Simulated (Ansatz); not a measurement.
**CH5BrO2Si: a ladder of functionals and wavefunction methods**

An exercise on one series of results from a longer session: the logs are not shown, and one member is left open.

Computed with Ansatz 0.2.0, Gaussian basis. Level: functionals in def2-TZVPP, the program's frozen cores in correlated methods.

Levels to be run: PBE-D4, r2SCAN-D4, PBE0-D4, B3LYP-D4, ωB97X-V, ωB97M-V, B2PLYP; CCSD(T)/def2-TZVPP; MP2/def2-QZVPP; extrapolation to the limit.

## The geometry

An earlier PBE0-D4 in a triple-zeta def2 set relaxation fixed the geometry.

SMILES `CO[SiH](O)Br`, 10 atoms, charge 0, spin multiplicity 1.

Atoms are counted from 1 here; the program's logs count them from 0.

Bond lengths: C1–O2 1.412 Å, C1–H6 1.095 Å, C1–H7 1.094 Å, C1–H8 1.090 Å, O2–Si3 1.622 Å, Si3–O4 1.621 Å, Si3–Br5 2.230 Å, Si3–H9 1.472 Å, O4–H10 0.959 Å. Angles: O2–C1–H6 111.2°, O2–C1–H7 111.1°, O2–C1–H8 107.9°, H6–C1–H7 108.9°, H6–C1–H8 108.7°, H7–C1–H8 109.0°, C1–O2–Si3 126.7°, O2–Si3–O4 109.4°, O2–Si3–Br5 108.1°, O2–Si3–H9 113.3°, O4–Si3–Br5 111.1°, O4–Si3–H9 107.2°, Br5–Si3–H9 107.7°, Si3–O4–H10 118.5°.

Geometry (Å):

```
C    -0.6350   -1.5045    0.2391
O    -0.5050   -0.2806   -0.4525
Si    0.6552    0.8337   -0.2418
O     0.2987    2.1531   -1.1134
Br    0.7680    1.3123    1.9329
H     0.2156   -2.1641    0.0400
H    -0.7113   -1.3401    1.3179
H    -1.5451   -1.9921   -0.1115
H     1.9878    0.3765   -0.6692
H    -0.5290    2.6058   -0.9415
```

Set-up of the first run:

in.yaml

```yaml
crystal:
  periodic: [false, false, false]
  atoms:
    - {symbol: C, position_ang: [-0.635006, -1.504511, 0.239130]}
    - {symbol: O, position_ang: [-0.504965, -0.280615, -0.452488]}
    - {symbol: Si, position_ang: [0.655158, 0.833650, -0.241784]}
    - {symbol: O, position_ang: [0.298731, 2.153116, -1.113378]}
    - {symbol: Br, position_ang: [0.767986, 1.312342, 1.932884]}
    - {symbol: H, position_ang: [0.215603, -2.164121, 0.040046]}
    - {symbol: H, position_ang: [-0.711298, -1.340080, 1.317884]}
    - {symbol: H, position_ang: [-1.545054, -1.992143, -0.111525]}
    - {symbol: H, position_ang: [1.987838, 0.376543, -0.669215]}
    - {symbol: H, position_ang: [-0.528983, 2.605818, -0.941544]}
basis:
  gaussian: {orbitals: def2-TZVPP}
hamiltonian: {xc: pbe, dispersion: d4}
output: {forces: true, orbitals: {seedname: orbitals}}
```

Run with:

```bash
ansatz run in.yaml --threads 2 --pin off --events-out ev --progress --plain --max-ram 32768MiB --backend cpu
```

Steps of the session up to this table: PBE-D4 (GGA); r2SCAN-D4 (meta-GGA); PBE0-D4 (hybrid); B3LYP-D4 (hybrid); ωB97X-V (range-separated); ωB97M-V (range-separated); B2PLYP (double hybrid); CCSD(T) in def2-TZVPP; MP2 in def2-QZVPP.

One of the session's tables, all rows but one given; the rest of the session is left out.

It belongs to the step «Atomisation energies». 

```
            method  atomisation energy (kcal/mol)
            PBE-D4                          904.0
         r2SCAN-D4                          895.8
           PBE0-D4                          887.4
          B3LYP-D4                          888.7
           ωB97X-V                          895.1
           ωB97M-V                          895.0
            B2PLYP                          882.3
     HF/def2-TZVPP                          646.2
    MP2/def2-TZVPP                              ?
   CCSD/def2-TZVPP                          857.7
CCSD(T)/def2-TZVPP                          871.0
           MP2/CBS                          919.9
       CCSD(T)/CBS                          898.9
```

Estimate the missing values for MP2/def2-TZVPP.

**Answer.** atomisation energy (kcal/mol): 892.1. In the column «atomisation energy (kcal/mol)» it lies between B3LYP-D4 (888.7) and ωB97M-V (895.0).
